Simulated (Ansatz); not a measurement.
# B2FH3OS: how energies converge with the basis set

One table from this session's results is given with a row withheld; the runs are named, their logs left out.

The runs use Ansatz 0.2.0, Gaussian basis; one geometry, several basis sets.

Levels to be run: PBE0-D4/def2-SVP; ωB97M-V/def2-SVP; PBE0-D4/def2-QZVPP; ωB97M-V/def2-QZVPP; the functionals' def2-TZVPP values are taken from earlier runs.

## Structure used throughout

The geometry comes from an earlier relaxation with PBE0-D4 in a triple-zeta def2 set; it is a stationary point, not always the lowest conformer.

8 atoms, charge 0, spin multiplicity 1.

Atoms are counted from 1 here; the program's logs count them from 0.

Bond lengths: B1–O2 1.353 Å, B1–H6 1.195 Å, B1–H7 1.202 Å, O2–B3 1.367 Å, B3–F4 1.323 Å, B3–S5 1.805 Å, S5–H8 1.343 Å. Angles: O2–B1–H6 117.5°, O2–B1–H7 120.5°, H6–B1–H7 122.0°, B1–O2–B3 132.5°, O2–B3–F4 116.5°, O2–B3–S5 126.8°, F4–B3–S5 116.6°, B3–S5–H8 95.6°.

Coordinates:

```xyz
8

B     0.3217    1.2091    0.5974
O     0.6664   -0.0988    0.6345
B     0.3058   -1.1715   -0.1314
F     1.0592   -2.2533   -0.0241
S    -1.1054   -1.2757   -1.2522
H     0.7462    1.9170    1.4609
H    -0.3816    1.6296   -0.2819
H    -1.5201   -0.0134   -1.0589
```

Set-up of the first run:

The input, in.yaml:

```yaml
crystal:
  periodic: [false, false, false]
  atoms:
    - {symbol: B, position_ang: [0.321707, 1.209076, 0.597430]}
    - {symbol: O, position_ang: [0.666438, -0.098807, 0.634523]}
    - {symbol: B, position_ang: [0.305763, -1.171510, -0.131399]}
    - {symbol: F, position_ang: [1.059162, -2.253347, -0.024118]}
    - {symbol: S, position_ang: [-1.105399, -1.275653, -1.252209]}
    - {symbol: H, position_ang: [0.746220, 1.916966, 1.460890]}
    - {symbol: H, position_ang: [-0.381600, 1.629587, -0.281947]}
    - {symbol: H, position_ang: [-1.520093, -0.013413, -1.058869]}
basis:
  gaussian: {orbitals: def2-SVP}
hamiltonian: {xc: pbe0, dispersion: d4}
output: {orbitals: {seedname: orbitals}}
```

Command:

```console
$ ansatz run in.yaml --threads 2 --pin off --events-out ev --progress --plain --max-ram 4352MiB
```

Steps of the session up to this table: PBE0-D4 in def2-SVP; ωB97M-V in def2-SVP; PBE0-D4 in def2-QZVPP; ωB97M-V in def2-QZVPP.

One table of the session follows, with a row left open; its other results are not shown here.

It belongs to the step «Functionals by basis». 

| functional | basis | HOMO (eV) |
| --- | --- | --- |
| PBE0-D4 | def2-SVP | -8.16 |
| PBE0-D4 | def2-TZVPP | -8.27 |
| PBE0-D4 | def2-QZVPP | -8.29 |
| ωB97M-V | def2-SVP | -10.33 |
| ωB97M-V | def2-TZVPP | -10.46 |
| ωB97M-V | def2-QZVPP | ? |

**Question.** Estimate the row for ωB97M-V, def2-QZVPP.

**Answer.** HOMO (eV): -10.49. In the column «HOMO (eV)» it is the lowest.
